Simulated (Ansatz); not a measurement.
# GdAlNi4: a relaxation

The task is a relaxation on GdAlNi4. The structure is shown as the input types it.

Computed with Ansatz 0.2.0 (Kohn-Sham DFT, with the functional, basis and potentials that each input names (as first typed), unless a step's input says otherwise).

4 further runs of the same task are left out: 1 that didn't finish, 3 set aside as unsound or not needed.

## Step 1: The system as given

The structure is orthorhombic, space group Cmmm (No. 65). Conventional cell: a = 5.014 Å, b = 8.418 Å, c = 3.999 Å, α = 90.00°, β = 90.00°, γ = 90.00°. Al (site symmetry mmm) is surrounded by 8 Ni at 2.45 Å. Gd (site symmetry mmm) has 14 Ni at 2.79 to 3.16 Å and 4 Al at 3.21 Å in its first shell of neighbours. Ni (site symmetry m2m) has 2 Al at 2.45 Å and 7 Ni at 2.46 to 2.86 Å and 3 Gd at 2.79 to 2.88 Å in its first shell of neighbours. Around Ni (site symmetry 2/m) lie 2 Al at 2.45 Å and 6 Ni at 2.46 to 2.51 Å.

As a file:

```
Al Gd Ni
1.0
     2.50691   -4.20901    0.00000
     2.50691    4.20901    0.00000
     0.00000    0.00000    3.99908
Al Gd Ni
1 1 4
Direct
  0.00000 0.00000 0.50000
  0.50000 0.50000 0.00000
  0.16832 0.83168 0.00000
  0.83168 0.16832 0.00000
  0.00000 0.50000 0.50000
  0.50000 0.00000 0.50000
```

## Step 2: The run

input.yaml reads:

```yaml
crystal:
  lattice:
    - [2.5069096, -4.2090112, 0.0]
    - [2.5069096, 4.2090112, 0.0]
    - [0.0, 0.0, 3.99907566]
  atoms:
    - { symbol: Al, position: [0.0, 0.0, 0.5] }
    - { symbol: Gd, position: [0.5, 0.5, 0.0], spin: 7.77 }
    - { symbol: Ni, position: [0.16831629, 0.83168371, 0.0] }
    - { symbol: Ni, position: [0.83168371, 0.16831629, 0.0] }
    - { symbol: Ni, position: [0.0, 0.5, 0.5], spin: -0.12 }
    - { symbol: Ni, position: [0.5, 0.0, 0.5], spin: -0.12 }
basis:
  ecutwfc: 500
kpoints:
  mp_grid: { grid: [8, 8, 8] }
hamiltonian:
  xc: r2scan
  hubbard: { sites: [{ species: Ni, l: d, u_eff: 40.0 }] }
scf:
  occupations: { method: gaussian, width: 0.05 }
  lower_state_search: "off"
  max_iter: 75
output:
  forces: true
  eigenvalues: true
  stress: true
magnetization:
  spin_polarized: true
relax:
  adjacent_minimum: "off"
  f_tol: 0.005
  max_steps: 80
  cell: { stress_tol: 0.05 }
```

On the command line:

```
ansatz run input.yaml --threads 8 --pin off --max-ram 14336MiB --backend cpu --events-out ev --progress --plain --runs-dir out
```

**Question.** How will this run end, and is anything wrong with its input?

This run ends as converged, with warnings (filled band counts differ across k points). Convergence says nothing about whether the input makes sense.

Look at the input: hamiltonian.hubbard.sites is [{species: Ni, l: d, u_eff: 40.0}]. A U of this value distorts the shell's occupations and the levels near the Fermi energy.

Run again and compare: delete hamiltonian.hubbard.sites.
